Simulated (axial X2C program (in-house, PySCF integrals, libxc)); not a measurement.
# A two-component session on GeC: properties at the nuclei

Wanted for GeC: properties at the nuclei, at the two-component level.

Computed with an in-house X2C program for linear molecules on PySCF integrals. Level: two-component X2C with atomic mean-field terms, Ge dyall-acv3z, C dyall-av3z.

All values are calculated.

### 1 Set-up

Input file task.json:

```json
{"zs": [32, 6], "q": 0, "bas": ["dyall-acv3z", "dyall-av3z"], "r0": 1.78, "levels": ["PBE0", "HF", "B3LYP"], "nst": 1, "ff": 1, "thr": -3.5, "nmax": 130, "opt": {"ecut": 60}}
```

Keys: zs atomic numbers; q charge; bas basis sets; r0 starting distance in Å; levels methods (HF also brings MP2); nst determinants followed; ff finite-field run; thr threshold in hartree for freezing inner shells (an s shell follows its p shell); nmax most natural virtual spinors; ecut virtual cutoff in hartree.

Started as:

```sh
> python soeom.py task.json out
```

The runs that follow: Expectation values, lowest determinant; Finite-field coupled cluster.

Before running it: what results should come out? Wanted: lowest determinant; Eeff magnitude; Ws magnitude Ge; A∥/gI Ge; qzz Ge (for each run or level that gives them).

The runs gave:

```
                       quantity                                           value
             lowest determinant  Ω = 2 (excess of +ω over −ω: ω = 1/2, ω = 3/2)
   Eeff magnitude (GV/cm), PBE0                                           0.321
    Ws magnitude Ge (kHz), PBE0                                          0.0859
           A∥/gI Ge (MHz), PBE0                                             147
            qzz Ge (a.u.), PBE0                                           -2.15
Eeff magnitude (GV/cm), CCSD(T)                                           0.148
 Ws magnitude Ge (kHz), CCSD(T)                                          0.0487
        A∥/gI Ge (MHz), CCSD(T)                                             129
         qzz Ge (a.u.), CCSD(T)                                           -2.06
```

In the first state, the effective field runs from 0.0282 to 0.391 GV/cm over the mean-field levels, so the levels don't agree on it. The expectation values come from single determinants, which for open shells can mix terms of unlike spin or miss the lowest Ω, so a determinant need not be a state. Eeff is the effective electric field on the electron dipole moment in this Ω state and Ws the scalar–pseudoscalar constant (defined with the proton number Z and per Ω); A∥ is the parallel hyperfine constant, which follows by multiplying with the nuclear g factor gI = μI/(I μN); qzz is the electric field gradient, eQq0 = 234.96 MHz × Q/barn × qzz; μ is positive if C is the positive end. The operators were transformed with the bare-nucleus X2C matrices. Correlation of the inner shells is missing, which matters for properties at the nucleus.
